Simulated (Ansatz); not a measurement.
# C2H10AlBSSi: the cost of one run

Method: RKS r2SCAN-D4/6-31G*, in Ansatz 0.2.0.

1 further run of the same task is left out (it didn't finish).

### Step 1. The structure to begin with

Bond lengths (14 of 15 bonds, heavy atoms first): B1–Al2 2.103 Å, Al2–C3 2.005 Å, C3–Si4 1.820 Å, C3–S5 1.820 Å, S5–C6 1.829 Å, B1–H7 1.140 Å, B1–H8 1.200 Å, Al2–H9 1.632 Å, C3–H10 1.137 Å, Si4–H11 1.433 Å, Si4–H12 1.452 Å, Si4–H13 1.588 Å, C6–H14 1.129 Å, C6–H15 1.094 Å. Angles (14 of 25 angles, heavy atoms first): B1–Al2–C3 120.2°, Al2–C3–Si4 113.4°, Al2–C3–S5 113.1°, Si4–C3–S5 114.6°, C3–S5–C6 99.4°, B1–Al2–H9 120.5°, C3–Al2–H9 119.3°, Al2–B1–H7 119.4°, Al2–B1–H8 116.4°, Al2–C3–H10 103.7°, Si4–C3–H10 106.0°, S5–C3–H10 104.7°, C3–Si4–H11 111.7°, C3–Si4–H12 111.3°.

Structure file:

```xyz
16

B     0.9471   -3.0721   -0.2271
Al    0.5056   -1.3087    0.8298
C     0.8494    0.4816   -0.0054
Si    0.0860    0.6736   -1.6464
S     0.5528    1.8698    1.1344
C    -1.2711    1.7834    1.2446
H     0.7019   -4.0816    0.2427
H     1.3760   -2.9346   -1.3394
H    -0.0940   -1.3796    2.3464
H     1.9731    0.4860   -0.1802
H     0.5384   -0.3322   -2.5615
H     0.2666    2.0210   -2.1579
H    -1.4805    0.4569   -1.5032
H    -1.6472    2.4245    2.0946
H    -1.7271    2.1241    0.3098
H    -1.5999    0.7652    1.4630
```

### Step 2. Relaxing end A

The input, input.yaml:

```yaml
crystal:
  periodic: [false, false, false]
  atoms:
    - { symbol: B, position_ang: [0.9471, -3.0721, -0.2271] }
    - { symbol: Al, position_ang: [0.5056, -1.3087, 0.8298] }
    - { symbol: C, position_ang: [0.8494, 0.4816, -0.0054] }
    - { symbol: Si, position_ang: [0.086, 0.6736, -1.6464] }
    - { symbol: S, position_ang: [0.5528, 1.8698, 1.1344] }
    - { symbol: C, position_ang: [-1.2711, 1.7834, 1.2446] }
    - { symbol: H, position_ang: [0.7019, -4.0816, 0.2427] }
    - { symbol: H, position_ang: [1.376, -2.9346, -1.3394] }
    - { symbol: H, position_ang: [-0.094, -1.3796, 2.3464] }
    - { symbol: H, position_ang: [1.9731, 0.486, -0.1802] }
    - { symbol: H, position_ang: [0.5384, -0.3322, -2.5615] }
    - { symbol: H, position_ang: [0.2666, 2.021, -2.1579] }
    - { symbol: H, position_ang: [-1.4805, 0.4569, -1.5032] }
    - { symbol: H, position_ang: [-1.6472, 2.4245, 2.0946] }
    - { symbol: H, position_ang: [-1.7271, 2.1241, 0.3098] }
    - { symbol: H, position_ang: [-1.5999, 0.7652, 1.463] }
basis:
  gaussian: { orbitals: "6-31G*" }
hamiltonian:
  xc: r2scan
  dispersion: d4
relax:
  f_tol: 0.015
  max_steps: 40
```

Started as:

```console
> ansatz run input.yaml --threads 2 --pin off --max-ram 3072MiB --backend cpu --events-out ev --progress --plain --runs-dir out
```

Q: Estimate wall time and peak memory on 2 threads of Arm Neoverse V1, shared host.

About 4.3 min, with a peak of 0.22 GiB.
